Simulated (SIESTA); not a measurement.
The system is AsRu.

```
Ru As
1.0
     5.73150    0.00000    0.00000
     0.00000    3.34278    0.00000
     0.00000    0.00000    6.36869
Ru As
4 4
Direct
  0.00543 0.75000 0.20446
  0.99457 0.25000 0.79554
  0.50543 0.75000 0.29554
  0.49457 0.25000 0.70446
  0.80378 0.75000 0.56990
  0.19622 0.25000 0.43010
  0.30378 0.75000 0.93010
  0.69622 0.25000 0.06990
```

The cell is a database's computed one.

- Program: SIESTA 5.4.2
- Task: single point
- Functional: PBEsol
- Potentials or basis: PseudoDojo 0.4 standard (PBEsol files)
- Basis: DZP (energy shift 0.003 Ry; two zetas on semicore shells)
- Grid cutoff: 800 Ry
- Energy shift: 0.003 Ry
- k mesh: 5 × 8 × 4
- Occupations: fermi-dirac, width 0.05 eV
- Spin: no spin polarisation

On this cell: pressure 0.5 GPa; largest force 0.394 eV/Å; band gap on the k mesh none (metal or under the smearing width).

The same run follows on a disturbed copy (atoms moved at random, drawn with an rms of 0.05 Å):

```
Ru As
1.0
     5.73150    0.00000    0.00000
     0.00000    3.34278    0.00000
     0.00000    0.00000    6.36869
Ru As
4 4
Direct
  0.00460 0.75250 0.20949
  0.99430 0.26375 0.79955
  0.50825 0.73969 0.29705
  0.49796 0.25331 0.70422
  0.80028 0.75546 0.56509
  0.18851 0.25664 0.42780
  0.30081 0.74201 0.92606
  0.70347 0.24321 0.06651
```

Q: What changes?

A: The energy (extrapolated to zero smearing) moves by +13.7 meV/atom; pressure 1.2 GPa; largest force 1.102 eV/Å; band gap on the k mesh none (metal or under the smearing width).

Forces in eV/Å, atoms in the order of the input:
```
Ru   0.003  0.054 -0.947
Ru   0.543 -0.332 -0.319
Ru  -0.766  0.167 -0.280
Ru  -0.235 -0.259 -0.584
As   0.248  0.048  0.646
As   0.924 -0.250  0.548
As   0.061  0.478  0.471
As  -0.778  0.090  0.465
```

Stress tensor (GPa, compression positive):
```
 1.31 -0.26 -0.31
-0.26 -0.22  0.10
-0.31  0.10  2.46
```

Caveats: the basis of atomic orbitals isn't converged, which shifts pressures, moduli and gaps.
